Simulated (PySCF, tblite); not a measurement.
# C2H4B2O: geometry, infrared bands, NMR shifts and spin-spin couplings

Wanted: the infrared bands, NMR shifts and spin-spin couplings of C2H4B2O (`BOBC#C`), by calculation.

Computed with tblite 0.8.0 and PySCF 2.14.0, with density-fitted response routines of our own, on a single molecule in the gas phase. Atoms are numbered from 0 throughout.

## Step 1: The molecule as given

9 atoms, charge 0, multiplicity 1; geometry from: force field or distance geometry start.

Bonds of the start (Å): B0–O1 1.47, O1–B2 1.47, B2–C3 1.52, C3–C4 1.21, B0–H5 1.18, B0–H6 1.19, B2–H7 1.19, C4–H8 1.06.

## Step 2: Optimising the geometry with GFN2-xTB

What the job is given:

```
{"job": {"kind": "relax", "xc": "GFN2-xTB", "basis": "xTB"}, "charge": 0, "multiplicity": 1}
B     -1.817300    -0.438700     0.350700
O     -1.146100     0.009700    -0.874300
B      0.016100     0.787200    -0.405600
C      1.392500     0.145900    -0.302200
C      2.479100    -0.375800    -0.195300
H     -1.558600    -1.477800     0.838100
H     -2.699900     0.218000     0.805100
H     -0.092000     1.964800    -0.265600
H      3.439700    -0.827500    -0.121700
```

The run is started by

```console
OMP_NUM_THREADS=1 python probes_run.py task.json out
```

This one command runs all jobs of the session in turn.

**Question.** This job is followed by: GFN2-xTB harmonic vibrations, gas phase; GIAO PBE0/pcSseg-1 NMR shielding, non-relativistic, gas phase; B3LYP/pcJ-1 indirect spin-spin coupling, non-relativistic, gas phase. What will the session give for the following? strongest single infrared mode (GFN2-xTB); zero-point energy (GFN2-xTB); 13C shifts against TMS (PBE0/pcSseg-1); 1H shifts against TMS (PBE0/pcSseg-1, means over atoms taken as alike); 11B shifts against BF3·OEt2 (PBE0/pcSseg-1); 17O shifts against H2O (PBE0/pcSseg-1); largest coupling of the table (B3LYP/pcJ-1).

As calculated:

| quantity | value |
| --- | --- |
| strongest single infrared mode (GFN2-xTB) | 1623 cm⁻¹, 302 km/mol |
| zero-point energy (GFN2-xTB) | 35.3 kcal/mol |
| 13C shifts against TMS (PBE0/pcSseg-1) | 105.3, 94.0 ppm |
| 1H shifts against TMS (PBE0/pcSseg-1, means over atoms taken as alike) | 5.49, 5.06, 2.62 ppm |
| 11B shifts against BF3·OEt2 (PBE0/pcSseg-1) | 40.3, 27.7 ppm |
| 17O shifts against H2O (PBE0/pcSseg-1) | 322.9 ppm |
| largest coupling of the table (B3LYP/pcJ-1) | 1J(C,H) C4–H8, 256.6 Hz |

**Reading.** The optimisation took 72 steps and gained 1.698 eV; among the close pairs (by a distance rule), B0–O1 changed most, from 1.467 to 1.293 Å. No mode is imaginary among the 21: a minimum at this level. The strongest single mode, at 1623 cm⁻¹, moves mainly O1. GFN2-xTB is a fitted tight-binding method: band positions and strengths are rough. Its intensities can rank the bands wrongly. At PBE0/pcSseg-1: The widest tensor belongs to C3: span 299 ppm, with a paramagnetic part of -164 ppm. Of the pairs tabulated at B3LYP/pcJ-1, C4–H8 couples most strongly (256.6 Hz; Fermi contact 257.2 Hz). Couplings across rotatable bonds belong to this one conformer; where others are populated, the observed values are averages.
